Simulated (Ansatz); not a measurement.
This script makes a formation energy from the elements of Tl3Zn and its elements with Ansatz's Python interface.

The script reads `tl3zn_tl3zn.cif`:
```cif
data_Tl3Zn
_cell_length_a 5.418030
_cell_length_b 5.418030
_cell_length_c 5.418030
_cell_angle_alpha 60.00000
_cell_angle_beta 60.00000
_cell_angle_gamma 60.00000
_symmetry_space_group_name_H-M 'P 1'
_symmetry_Int_Tables_number 1
loop_
_symmetry_equiv_pos_as_xyz
'x, y, z'
loop_
_atom_site_label
_atom_site_type_symbol
_atom_site_fract_x
_atom_site_fract_y
_atom_site_fract_z
Zn1 Zn    0.000000    0.000000    0.000000
Tl2 Tl    0.500000    0.500000    0.500000
Tl3 Tl    0.250000    0.250000    0.250000
Tl4 Tl    0.750000    0.750000    0.750000
```

Input file `tl3zn_zn.cif`:
```cif
data_Zn
_cell_length_a 2.670000
_cell_length_b 2.670000
_cell_length_c 4.966000
_cell_angle_alpha 90.00000
_cell_angle_beta 90.00000
_cell_angle_gamma 120.00000
_symmetry_space_group_name_H-M 'P 1'
_symmetry_Int_Tables_number 1
loop_
_symmetry_equiv_pos_as_xyz
'x, y, z'
loop_
_atom_site_label
_atom_site_type_symbol
_atom_site_fract_x
_atom_site_fract_y
_atom_site_fract_z
Zn1 Zn    0.333333    0.666667    0.250000
Zn2 Zn    0.666667    0.333333    0.750000
```

Contents of `tl3zn_tl.vasp`:
```text
Tl
1.0
   3.45600000    0.00000000    0.00000000
  -1.72800000    2.99298380    0.00000000
   0.00000000    0.00000000    5.52500000
Tl
2
Direct
   0.33333333    0.66666667    0.25000000
   0.66666667    0.33333333    0.75000000
```

Script `tl3zn.py`:
```python
# -*- coding: utf-8 -*-
"""Heat of formation of Tl3Zn at zero temperature, after relaxing cells and atoms."""

from collections import Counter
import logging
import sys
import warnings

import ansatz as az
from ase.io import read
import numpy as np

logging.basicConfig(stream=sys.stdout, format="%(levelname)s:%(name)s:%(message)s")
logger = logging.getLogger("ansatz_job")
logger.setLevel(logging.INFO)


def solve(name, crystal):
    calc = crystal.calculation()
    calc = calc.functional("r2scan", dispersion="d3bjatm").basis(380, xc_grid=3)
    calc = calc.scf(extra_bands=4)
    calc = calc.kpoints(spacing=0.26)
    calc = calc.occupations("fermi_dirac", width=0.05).stress()
    calc = calc.relax(force_tolerance=0.03, max_steps=40, cell=True)
    return calc.run(threads=1)


def counts(outcome):
    return Counter(site.symbol for site in outcome.lattice.sites)

def formation_energy(outcome, mu):
    n = counts(outcome)
    return (outcome.report["energy_sigma0_ev"] - sum(k * mu[element] for element, k in n.items())) / sum(n.values())


def volume_per_atom(outcome):
    return abs(np.linalg.det(outcome.lattice.cell_ang)) / len(outcome.lattice.sites)


def main():
    warnings.simplefilter("ignore", az.DeckWarning)

    phases = {}
    atoms = read("tl3zn_tl3zn.cif")
    tl3zn = az.Crystal.from_ase(atoms)
    phases["Tl3Zn"] = tl3zn
    atoms = read("tl3zn_zn.cif")
    zn = az.Crystal.from_ase(atoms)
    phases["Zn"] = zn
    atoms = read("tl3zn_tl.vasp", format="vasp")
    tl = az.Crystal.from_ase(atoms)
    phases["Tl"] = tl

    done = {}
    for name, crystal in phases.items():
        done[name] = solve(name, crystal)
        logger.info(f"{name}: {done[name].report['energy_sigma0_ev']:.4f} eV, {len(done[name].lattice.sites)} atoms")

    # chemical potentials of the elements at zero temperature
    references = {"Zn": "Zn", "Tl": "Tl"}
    mu = {element: done[name].report["energy_sigma0_ev"] / len(done[name].lattice.sites) for element, name in references.items()}

    target = done["Tl3Zn"]
    heat = formation_energy(target, mu)
    for element, value in mu.items():
        logger.info(f"mu({element}) = {value:.4f} eV from {references[element]}, {volume_per_atom(done[references[element]]):.2f} A^3/atom")
    logger.info(f"formation energy of Tl3Zn: {heat:.4f} eV/atom = {96.4853 * heat:.1f} kJ/mol of atoms")


if __name__ == "__main__":
    main()
```

Is Tl3Zn bound against its elements at this level, and by how much?

The formation energy is +0.211 eV an atom (+20.4 kJ per mole of atoms), so Tl3Zn lies above the reference phases.

The run itself:

```console
$ python tl3zn.py
INFO:ansatz_job:Tl3Zn: -37701.1364 eV, 4 atoms
INFO:ansatz_job:Zn: -6651.6700 eV, 2 atoms
INFO:ansatz_job:Tl: -22917.4312 eV, 2 atoms
INFO:ansatz_job:mu(Zn) = -3325.8350 eV from Zn, 13.93 A^3/atom
INFO:ansatz_job:mu(Tl) = -11458.7156 eV from Tl, 29.53 A^3/atom
INFO:ansatz_job:formation energy of Tl3Zn: 0.2113 eV/atom = 20.4 kJ/mol of atoms
```

Notes:
- These settings explore the input space; cutoff and mesh may be short of convergence.
- The cutoff lies under the one recommended for these potentials.
- Dispersion corrections can be off by several per cent in the lattices of metals, and by several GPa in the pressure at a fixed cell.
- For the metals among these phases the mesh is modest: differences between phases can be off by up to 40 meV an atom.
- Spin-orbit coupling, which matters for elements this heavy, is left out.
- The cells come from databases of deposited and of computed structures, and not all need be stable phases.
- The compound is the structure given, not necessarily its lowest; energies are at zero temperature, with no correction for gases. A semilocal functional's error on such energies is often 0.05 to 0.1 eV an atom, and 0.1 to 0.3 eV against gases such as O2 or F2.
- The script silences the warnings on its input, which a real study should read.
- Hardware and time: 62 s on 1 thread of Arm Neoverse V1 (shared host), peak memory 0.58 GiB.

(A comment or docstring line of the script was reworded after the run, the code is as it ran; lines on the test bed's own set-up are left out of the output.)
